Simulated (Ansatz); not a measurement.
CH₃CuO, SMILES C[O][Cu]: an atomisation energy, run with the Python package of Ansatz (0.2.0).

`tae.py`:
```python
"""Atomisation energy of CH3CuO at the given geometry."""

from collections import Counter

import ansatz

config = {
    "basis": "def2-SVP",
    "functional": "PBE",
}


def single_point(molecule, charge=0, unpaired=0):
    calc = molecule.calculation().basis(gaussian=config["basis"]).functional(config["functional"])
    if charge:
        calc = calc.charge(charge)
    if unpaired:
        calc = calc.spin("collinear", total=unpaired)
    report = calc.run().report
    if report["published_state_doubts"]:
        print("  doubts:", report["published_state_doubts"])
    return report["free_energy_ev"]


def main() -> None:
    ch3cuo = (
        ansatz.Crystal.molecule()
        .atom("C", (0.5414, -0.2026, -0.0064))
        .atom("O", (-0.1784, 0.9442, -0.5449))
        .atom("Cu", (-2.407, 0.5275, 0.1638))
        .atom("H", (0.1327, -1.0767, -0.4435))
        .atom("H", (1.571, -0.1067, -0.2996))
        .atom("H", (0.3824, -0.1497, 1.0843))
    )

    # Hund ground states
    unpaired = {"C": 2, "O": 2, "Cu": 1, "H": 1}
    counts = Counter(site.symbol for site in ch3cuo.cartesian_sites)
    atom_energy = {s: single_point(ansatz.Crystal.molecule().atom(s, (0, 0, 0)), 0, unpaired[s]) for s in counts}
    whole = single_point(ch3cuo, 0, 0)
    for s, e in atom_energy.items():
        print(f"{s:2s} x{counts[s]}  {e:14.5f} eV")
    print(f"CH3CuO: {whole:.5f} eV")
    split = sum(counts[s] * e for s, e in atom_energy.items()) - whole
    print(f"atomisation energy (no zero-point term): {23.060548 * split:.1f} kcal/mol, {split / sum(counts.values()):.3f} eV an atom")


if __name__ == "__main__":
    main()
```

What does it cost to take this molecule apart into atoms?

447.5 kcal/mol from the electronic energies, without the zero-point term.

The run itself:

```console
$ python tae.py
C  x1     -1027.26350 eV
O  x1     -2038.53202 eV
Cu x1    -44625.98916 eV
H  x3       -13.56840 eV
CH3CuO: -47751.89675 eV
atomisation energy (no zero-point term): 447.5 kcal/mol, 3.234 eV an atom
```

Caveats:
- Total energies depend on the basis set; only differences at equal settings carry meaning.
- The geometry is a force-field or estimated start, not a minimum of this method, and the basis set is short of its limit. All parts are taken at fixed geometry, without zero-point energy.
- This functional overbinds, so such energies come out a few per cent too high (LDA far more).
- Wall time of the script: 5.2 s on 1 thread of Arm Neoverse V1, with other jobs on the host, peak memory 0.17 GiB.
